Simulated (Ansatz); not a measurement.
## MnAs, space group P6_3/mmc: a single point from a YAML input, step by step

Computed with Ansatz 0.2.0, Python API.

Input file `input.yaml`:
```yaml
crystal:
  lattice:
    - [3.71, 0.0, 0.0]
    - [-1.855, 3.212954, 0.0]
    - [0.0, 0.0, 5.691]
  atoms:
    - { symbol: Mn, position: [0.0, 0.0, 0.0], spin: 4.0 }
    - { symbol: Mn, position: [0.0, 0.0, 0.5], spin: 4.0 }
    - { symbol: As, position: [0.333333, 0.666667, 0.25] }
    - { symbol: As, position: [0.666667, 0.333333, 0.75] }
magnetization:
  spin_polarized: true
kpoints:
  mp_grid: { kspacing: 0.3 }
hamiltonian:
  xc: lda
scf:
  occupations: { method: cold, width: 0.15 }
basis:
  ecutwfc: 420
output:
  forces: true
  stress: true
  eigenvalues: true
```

At the Python prompt:
```pycon
>>> import ansatz as az
>>> planned = az.Session.from_deck("input.yaml").plan(threads=1, pin="off")
DeckWarning: the atoms were moved onto the symmetric positions of the space group found under crystal.symmetry.tolerance 1.0e-5 (fractional; no operation is sought that the atoms, as they stand in a round, miss by more than twice it, and no atom is moved by [...]
>>> done = planned.execute()

>>> report = done.report
>>> report["kweights"]
[0.00510204081632653, 0.01020408163265306, 0.00510204081632653, 0.030612244897959183, 0.061224489795918366, 0.030612244897959183, 0.030612244897959183, 0.061224489795918366, 0.030612244897959183, 0.030612244897959183, 0.061224489795918366, 0.030612244897959183, 0.030612244897959183, 0.061224489795918366, 0.030612244897959183, 0.061224489795918366, 0.12244897959183673, 0.061224489795918366, 0.030612244897959183, 0.061224489795918366, 0.030612244897959183, 0.030612244897959183, 0.061224489795918366, 0.030612244897959183]
>>> report["published_state_doubts"]
['stability_check_not_made']
>>> print("%-22s %14.5f eV" % ("F = E - TS", report["free_energy_ev"]))
F = E - TS               -17229.98590 eV
>>> print("%-22s %14.5f eV" % ("E", report["internal_energy_ev"]))
E                        -17229.97359 eV
>>> print("%-22s %14.5f eV" % ("Harris-Foulkes", report["harris_foulkes_ev"]))
Harris-Foulkes           -17229.98590 eV
>>> print("%-22s %14.5f eV" % ("Fermi level", report["fermi_energy_ev"]))
Fermi level                  12.85058 eV
>>> # forces in eV per angstrom
>>> print("forces (eV/A)")
forces (eV/A)
>>> for site, force in zip(done.lattice.sites, report["forces_ev_ang"]):
...     print(f"  {site.symbol:2s} {force[0]:9.4f} {force[1]:9.4f} {force[2]:9.4f}")
...
  Mn   -0.0000    0.0000    0.0000
  Mn    0.0000    0.0000   -0.0000
  As   -0.0000   -0.0000    0.0000
  As    0.0000    0.0000    0.0000
>>> edges = report.get("band_edges_ev")
>>> if edges:
...     print(f"band edges on the mesh: {edges[0]:.3f} and {edges[1]:.3f} eV, gap {edges[1] - edges[0]:.3f} eV")
... else:
...     print("no band edges reported (a metal, or a gap too narrow for this smearing); Fermi level", round(report["fermi_energy_ev"], 3), "eV")
...
no band edges reported (a metal, or a gap too narrow for this smearing); Fermi level 12.851 eV
>>> fermi = report["fermi_energy_ev"]
>>> print("levels less the Fermi level (eV) at the first k-points")
levels less the Fermi level (eV) at the first k-points
>>> for k, levels in list(zip(report["kpoints_frac"], report["eigenvalues_ev"]))[:3]:
...     print("k = ({:.3f}, {:.3f}, {:.3f})".format(*k))
...     print("   ", " ".join(f"{e - fermi:.3f}" for e in levels))
...
k = (0.000, 0.000, 0.000)
    -80.118 -80.108 -49.299 -49.299 -49.289 -49.289 -49.139 -49.038 -35.767 -35.767 -35.761 -35.761 -35.756 -35.754 -35.752 -35.752 -35.751 -35.751 -13.165 -10.676 -6.363 -4.034 -4.034 -3.225 -2.647 -2.647 -2.453 -2.453 -1.580 -1.580 -0.222 0.575 0.575 1.472 2.943 2.943 3.843 4.990 6.891 6.891 10.010
k = (0.000, 0.000, 0.250)
    -80.116 -80.110 -49.298 -49.298 -49.291 -49.291 -49.124 -49.053 -35.766 -35.766 -35.762 -35.762 -35.755 -35.755 -35.752 -35.752 -35.751 -35.751 -12.922 -11.266 -5.447 -3.856 -3.856 -3.178 -2.747 -2.747 -2.540 -2.540 -1.868 -1.868 -0.565 0.201 1.145 1.145 2.740 2.740 4.362 5.934 6.948 6.948 8.539
k = (0.000, 0.000, -0.500)
    -80.113 -80.113 -49.294 -49.294 -49.294 -49.294 -49.088 -49.088 -35.764 -35.764 -35.764 -35.764 -35.755 -35.755 -35.752 -35.752 -35.752 -35.752 -12.230 -12.230 -3.792 -3.792 -3.364 -3.364 -3.364 -3.364 -2.255 -2.255 -2.255 -2.255 -0.915 -0.915 2.094 2.094 2.094 2.094 5.543 5.543 7.382 7.382 7.382
>>> print("site moments (muB):", [round(m, 2) for m in report["site_moments_mub"]])
site moments (muB): [2.97, 2.97, -0.11, -0.11]
>>> print("electrons up, down:", [round(n, 3) for n in report["spin_occupation_sums"]])
electrons up, down: [32.979, 27.021]
>>> print("energy terms (eV)")
energy terms (eV)
>>> for term, value in report["components"].items():
...     if abs(value) > 1e-9:
...         print(f"  {term:26s} {value:16.5f}")
...
  e_band                           -931.14588
  e_kinetic                         814.89767
  e_local                         -7154.66966
  e_nonlocal                       -829.66484
  e_hartree                        3420.24539
  e_xc                             -381.77776
  e_vxc                            -447.28119
  e_paw                           -5999.16570
  e_vpaw                           -154.90135
  e_augmentation_tail                -0.00000
  e_ewald                         -7104.75705
  e_core_change                       4.91837
  e_smearing                         -0.01231
```

Caveats:
- Absolute energies stand on the zero of these potentials, so only differences at equal settings mean something. A total without «per atom» is that of the cell as typed.
- The energy terms are those on the plane-wave grid, with the one-centre PAW part apart; e_band, e_vxc and e_vpaw aren't summands of the total.
- The mesh is modest for a metal, so energies can be off by several to tens of meV an atom and pressures by half a GPa or more; differences at equal mesh fare better.
- Only differences from the Fermi energy are physical; the zero of the scale is a convention.
- Of the deposited cell: the entry's cell lengths or inner coordinates differ somewhat from later room-temperature determinations.
- At these settings the cell as given stands under about -14 GPa, so it isn't at this functional's equilibrium volume.
- The starting cell is as deposited in a crystallographic database; the results hold for this polymorph, which needn't be the stable one.
- Gaps and levels are Kohn-Sham values on a finite set of k-points, without spin-orbit coupling.
- Warnings are shown shortened and without file and line.
- Hardware and time: 11 s on 1 thread of Arm Neoverse V2, with other jobs on the host, peak memory 0.46 GiB.

(Lines on the test bed's own set-up are left out of the output.)
